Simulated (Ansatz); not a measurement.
# TaWC2 (R-3m) in Ansatz: further runs

The runs below take TaWC2 through relaxation of cell and atoms, single point, with HSE06, PBE0.

Everything below comes from runs of Ansatz 0.2.0. Logs are shortened: lines on timing, memory, paths and dates and some standing lists are left out, and cuts for length are marked.

### Step 1. The structure

Symmetry: R-3m, No. 166, trigonal system. Conventional cell: a = 3.144 Å, b = 3.144 Å, c = 15.305 Å, α = 90.00°, β = 90.00°, γ = 120.00°. W (site symmetry -3m) has 6 C at 2.21 Å as nearest neighbours. Ta (site symmetry -3m) is surrounded by 6 C at 2.23 Å. Around C (site symmetry 3m) lie 3 W at 2.21 Å and 3 Ta at 2.23 Å.

The cell comes from a database or a generator and needn't be the stable form of this composition.

### Step 2. Relaxation of cell and atoms, HSE06

Contents of input:

```
crystal:
  lattice:
    - [1.5718551461, 0.9075109917, 5.1016196719]
    - [-1.5718551461, 0.9075109917, 5.1016196719]
    - [0.0, -1.8150219835, 5.1016196719]
  atoms:
    - { symbol: W, position: [0.0, 0.0, 0.0] }
    - { symbol: Ta, position: [0.5, 0.5, 0.5] }
    - { symbol: C, position: [0.250933, 0.250933, 0.250933] }
    - { symbol: C, position: [0.749067, 0.749067, 0.749067] }
hamiltonian:
  xc: hse06
  pseudopotentials: { kind: paw }
kpoints:
  mp_grid: { grid: [6, 6, 6] }
scf:
  occupations: { method: fermi_dirac, width: 0.05 }
output:
  forces: true
  stress: true
  eigenvalues: true
relax:
  f_tol: 0.01
  max_steps: 40
  cell: { stress_tol: 0.05 }
```

Potentials or basis: Ansatz PAW.

Output:

```text
basis.fft_grid_basis auto: the FFT boxes are laid along the combinations [[1, 0, -1], [0, 1, -1], [0, 0, 1]] of the cell's own vectors, 3.144, 3.144 and 5.415 Å long. The dense box has 24×24×40 points. Along the cell's own vectors, as sized, it would have 40×40×40, 2.78 times as many. Of the 12 symmetry operations that the crystal satisfies within crystal.symmetry.tolerance (time reversal apart; of a slab, those that keep its plane) the dense box along the cell's own vectors carries 12, and the one as laid loses 8 of those. basis.fft_grid_basis: typed keeps the cell's own vectors: state it where this run's energies or levels are differenced outside the engine with another run's, or held beside a run that keeps those vectors.
GPUs: using 1 of 1 available (devices: 1).
Engine: ansatz 0.2.0, x86_64-unknown-linux-gnu
Pseudopotentials: kind: paw
Pseudopotential: W, paw, valence charge 14, recommended cutoff 420 eV (normal), W.paw.azcp
Pseudopotential: Ta, paw, valence charge 13, recommended cutoff 420 eV (normal), Ta.paw.azcp
Pseudopotential: C, paw, valence charge 4, recommended cutoff 420 eV (normal), C.paw.azcp
Functional definition: HSE06
  parameter a = 0.25
  parameter omega = 0.11/bohr
  exchange = pbe_x - a*pbe_x_sr(omega) + a*exact_x_sr(omega)
  correlation = pbe_c
device memory: the entry about to start is reckoned to put 0.7 GiB on a device that reports 50.3 GiB free (of which the cap on the GPU budget leaves the run 18.0 GiB)
GPU FFT provider: cuFFT
GPU libraries: cuBLAS 13.8.2, cuFFT 12.4.0, cuSOLVER 12.3.4
Crystal: 4 atoms, lattice volume = 43.664 Å³
Basis set: ecut = 420 eV, 833 PW (Γ), FFT grids on a1−a3, a2−a3, a3, exchange–correlation on 48×48×80 points (8 copies of the dense FFT grid, shifted against one another)
Bands: 22, of which v1, the nominal top of the filled ones, is band 18 counted from 1 (17 counted from 0)
Symmetry: 12 space group operations
Space group: R-3m (ITA 166), of the structure as read, at distance tolerance 3.5e-5 Å
k-points: 32 of 216
Non-local potential: W, projectors of the file, l = 0: 3, l = 1: 2, l = 2: 2, l = 3: 1
Non-local potential: Ta, projectors of the file, l = 0: 3, l = 1: 2, l = 2: 2, l = 3: 1
Non-local potential: C, projectors of the file, l = 0: 2, l = 1: 2, l = 2: 1
PAW form: soft (Blöchl's): semilocal exchange-correlation on the pseudo side does not see the compensation charge
PAW frozen core: W, regenerated for the run's functional, and the local potential with it (the file was generated under x = pbe(κ = 0.804, μ = 0.2195149727645171), c = pbe(β = 0.06672455060314922))
PAW frozen core: Ta, regenerated for the run's functional, and the local potential with it (the file was generated under x = pbe(κ = 0.804, μ = 0.2195149727645171), c = pbe(β = 0.06672455060314922))
PAW frozen core: C, regenerated for the run's functional, and the local potential with it (the file was generated under x = pbe(κ = 0.804, μ = 0.2195149727645171), c = pbe(β = 0.06672455060314922))
PAW one-centre angular grid: W, 590 points (default); XC on 64 Gauss nodes
PAW one-centre angular grid: Ta, 590 points (default); XC on 64 Gauss nodes
PAW one-centre angular grid: C, 110 points (default); XC on 64 Gauss nodes
Initial density: superposition of atomic densities (neutral atoms: chi_scale 0, normalization atom), corrected by the library's trained network
Initial wavefunctions: pseudopotential atomic-orbital guess
GPU buffer pool allocated for 23040 grid points (all kernels)
GPU transforms: local potential and band sums: pruned to the plane-wave sphere, on 24×24×40
Functional: x = pbe(κ = 0.804, μ = 0.2195149727645171), c = pbe(β = 0.06672455060314922), warm-up for x = pbe(κ = 0.804, μ = 0.2195149727645171) + 0.25 (exact − pbe) at short range (hse, ω = 0.20786987370883472 Å⁻¹), c = pbe(β = 0.06672455060314922); HSE06 as pw.x's `hse` composes it (authors' and Libxc's form: `xc: wpbeh`)
[... 409 lines left out ...]
hybrid SCF converged: 2 outer / 5 inner (+0 warm-up), last move |dexx| = 9.95e-13 eV, tail = 2.81e-12 eV
Stability not checked: this state was not tested for a lower state beside it, because the functional holds exact exchange (a hybrid, or Hartree-Fock), whose exchange loop this test does not read (fock_operator; see scf.lower_state_search)
Free energy (F): -20821.137215 eV
Frozen-core exchange: fock
Harris-Foulkes:  -20821.137215 eV  (|F-HF|=3.64e-12)
Internal energy: -20821.127103 eV  (E = F + TS)
E sigma→0 (E₀):  -20821.132159 eV
Entropy (-TS):   -0.010112 eV (-2.528 meV/atom)
Fermi energy:    21.588074 eV
--- Per-component energies (eV) ---
  E_band       = -179.048319
  E_kinetic    = 997.342795
  E_local      = -1184.261945  (includes V_loc(G=0)·N_el)
  E_nonlocal   = 69.221053
  E_hartree    = 409.863089
  E_xc         = -467.074871
  E_vxc        = -450.499741  (∫ρ·V_xc dr)
  E_exx        = -94.671967  (= α·E_x^exact, valence–valence)
  E_paw        = -17180.150262  (= ΣΔE_a)
  E_vpaw       = -241.232824  (= ΣTr[D̂ρ^β])
  E_aug_tail   = 0.000089  (compensation charges beyond the density's cutoff)
  E_ewald      = -3365.084823
  E_core_change = -6.310260  (= ΣΔE_core)
  E_smearing   = -0.010112  (= −TS)
  E_closure    = 0.000000  (closes the sum)
  Σ components = -20821.137215   (vs F -20821.137215, Δ=0.00e0)
--- Forces (eV/Å), atoms counted from 1 ---
  atom   1  W      0.00000000     0.00000000    -0.00000000
  atom   2  Ta     0.00000000    -0.00000000    -0.00000000
  atom   3  C      0.00000000     0.00000000    -0.00000159
  atom   4  C     -0.00000000     0.00000000     0.00000159
  max |Σ_I F_I| component: 9.25e-18 eV/Å
--- Stress (GPa, compression-positive) ---
       -0.000607       0.000000       0.000000
        0.000000      -0.000607       0.000000
        0.000000       0.000000      -0.000341
  P = ⅓ Tr σ = -0.0005 GPa (-0.005 kbar)
--- Band table (eV; the first three rows and the last of 32) ---
  k-point 0: bands = ["-57.9821", "-51.5109", "-20.9285", "-20.6556", "-20.6556", "-16.8125", "-16.3721", "-16.3721", "3.8830", "8.9363", "10.6397", "14.2241", "14.2241", "18.8480", "18.8480", "18.8840", "20.2983", "20.3225", "20.3225", "21.2733", "21.2733", "23.8536"]
  k-point 1: bands = ["-57.9744", "-51.4996", "-20.8974", "-20.7954", "-20.6879", "-16.7907", "-16.5657", "-16.4152", "4.6493", "8.2963", "11.5250", "14.6026", "14.6473", "16.2696", "17.2943", "17.6792", "18.9669", "20.8965", "21.8380", "22.9882", "23.0032", "23.8370"]
  k-point 2: bands = ["-57.9590", "-51.4768", "-21.0667", "-20.8341", "-20.7526", "-16.9359", "-16.7461", "-16.4999", "6.3483", "7.5950", "12.9002", "13.4299", "14.7963", "15.3888", "15.5892", "16.5065", "19.2781", "21.5060", "22.4945", "23.8460", "23.8765", "25.3611"]
  k-point 31: bands = ["-57.9820", "-51.5111", "-20.8976", "-20.6550", "-20.6550", "-16.8714", "-16.3734", "-16.3734", "5.5550", "5.8316", "14.4396", "14.8183", "15.5014", "15.5014", "16.2661", "16.2661", "20.2687", "20.2687", "21.7561", "21.8334", "21.8334", "22.3499"]
--- Relaxed structure (7 steps of the walk, 7 accepted, 2 SCFs on fresh bases) ---
  F+E_penalty+E_count = -20821.13721516 eV   max|allowed force component| = 1.587e-6 eV/Å   (the final SCF, on the basis selected at the relaxed cell)
  cell:  # Å, volume = 42.4187 Å³
    - [1.5530506726394737, 0.8966542238969436, 5.076860411798922]
    - [-1.5530506726394737, 0.8966542238969436, 5.076860411798922]
    - [1.6200434027748574e-33, -1.7933084478436443, 5.076860411790134]
  atoms:
    - { symbol: W, position: [1.0626058411017231e-20, 1.0626058411017039e-20, 1.0626058410941724e-20] }
    - { symbol: Ta, position: [0.49999999999999994, 0.49999999999999994, 0.49999999999999994] }
    - { symbol: C, position: [0.2513005363359618, 0.2513005363359618, 0.2513005363359617] }
    - { symbol: C, position: [0.7486994636640383, 0.7486994636640383, 0.7486994636640382] }
```

It took 3 min on 1 × NVIDIA H100 80GB HBM3 with 2 threads of AMD EPYC 7R13 (Zen 3), shared host; peak memory 3.3 GiB.

Results:

```
Free energy                            : -20821.1372 eV
Relaxed volume                         : 10.60 Å³/atom
Relaxed cell                           : a = 5.384 Å, b = 5.384 Å, c = 5.384 Å, α = 33.53°, β = 33.53°, γ = 33.53°
Space group after relaxing (to 0.05 Å) : R-3m (No. 166)
Energy gained by relaxing              : 10.6 meV/atom
Ionic steps                            : 9
Pressure after relaxing                : 0.0 GPa
Band gap on the k mesh                 : none (metal or under the smearing width)
```

Step by step:
```csv
step,energy change (eV),largest force (eV/Å),volume (Å³)
1,0.0000,0.0917,43.66
2,-0.0269,0.0703,41.65
3,-0.0443,0.0266,42.45
4,-0.0444,0.0148,42.43
5,-0.0445,0.0081,42.43
6,-0.0445,0.0000,42.43
7,-0.0426,0.0000,42.43
8,-0.0426,0.0000,42.42
9,-0.0425,0.0000,42.42
```

Final structure:
```cif
data_structure
_symmetry_space_group_name_H-M 'P 1'
_symmetry_Int_Tables_number 1
_cell_length_a 5.3843
_cell_length_b 5.3843
_cell_length_c 5.3843
_cell_angle_alpha 33.529
_cell_angle_beta 33.529
_cell_angle_gamma 33.529
_cell_volume 42.42
loop_
_atom_site_label
_atom_site_type_symbol
_atom_site_fract_x
_atom_site_fract_y
_atom_site_fract_z
_atom_site_occupancy
W1 W 0.00000 0.00000 0.00000 1
Ta1 Ta 0.50000 0.50000 0.50000 1
C1 C 0.25130 0.25130 0.25130 1
C2 C 0.74870 0.74870 0.74870 1
```

Caveat: the k mesh is coarse (spacing up to 0.39 Å⁻¹), so the values aren't converged, least of all with exact exchange; the plane-wave basis is chosen anew once the cell has moved, so the energies of steps on either side of that aren't comparable; the PAW data sets come from PBE, with cores solved anew for the run's functional, which leaves a small shift of forces and pressure.

### Step 3. Single point, PBE0

input, as its differences from that of step 2:

```diff
@@ -11,6 +11,6 @@
 hamiltonian:
-  xc: hse06
+  xc: pbe0
   pseudopotentials: { kind: paw }
 kpoints:
-  mp_grid: { grid: [6, 6, 6] }
+  mp_grid: { grid: [8, 8, 8] }
 scf:
@@ -21,5 +21,5 @@
   eigenvalues: true
-relax:
-  f_tol: 0.01
-  max_steps: 40
-  cell: { stress_tol: 0.05 }
+  write_density: true
+  write_potential: true
+  elf: true
+  volumetric_format: npy
```

Potentials or basis: Ansatz PAW.

It took 3.9 min on 1 × NVIDIA H100 80GB HBM3 with 2 threads of AMD EPYC 7R13 (Zen 3), shared host; peak memory 5.5 GiB.

The run converged. Its results:

| Property | Result |
| --- | --- |
| Free energy | -20816.2537 eV |
| Pressure | -10.6 GPa |
| Largest force | 0.078 eV/Å |
| Band gap on the k mesh | none (metal or under the smearing width) |

Forces on the atoms (eV/Å):
```
W    0.000  0.000  0.000
Ta   0.000  0.000  0.000
C    0.000  0.000  0.078
C    0.000  0.000 -0.078
```

Stress tensor (GPa, compression positive):
```
-11.57   0.00   0.00
  0.00 -11.57   0.00
  0.00   0.00  -8.75
```

Levels at points of the mesh, in eV from the Fermi level:
| k point | band 15 | band 16 | band 17 | band 18 | band 19 | band 20 | band 21 | band 22 |
| --- | --- | --- | --- | --- | --- | --- | --- | --- |
| (0.00, 0.00, 0.00) | -3.00 | -2.82 | -1.41 | -1.41 | -1.37 | -0.28 | -0.28 | 2.67 |
| (0.00, 0.00, -0.50) | -6.13 | -5.69 | -1.96 | -1.06 | 2.12 | 2.93 | 3.97 | 4.55 |
| (0.00, -0.50, -0.50) | -6.38 | -3.23 | -3.17 | 1.86 | 2.33 | 2.41 | 3.38 | 4.36 |
| (-0.50, -0.50, -0.50) | -5.55 | -5.55 | -1.54 | -1.54 | 0.50 | 0.61 | 0.61 | 1.19 |

Caveat: the PAW data sets come from PBE, with cores solved anew for the run's functional, which leaves a small shift of forces and pressure; the thresholds are loose for stress. The run has no spin-orbit coupling, so splittings on Ta, W are missing.
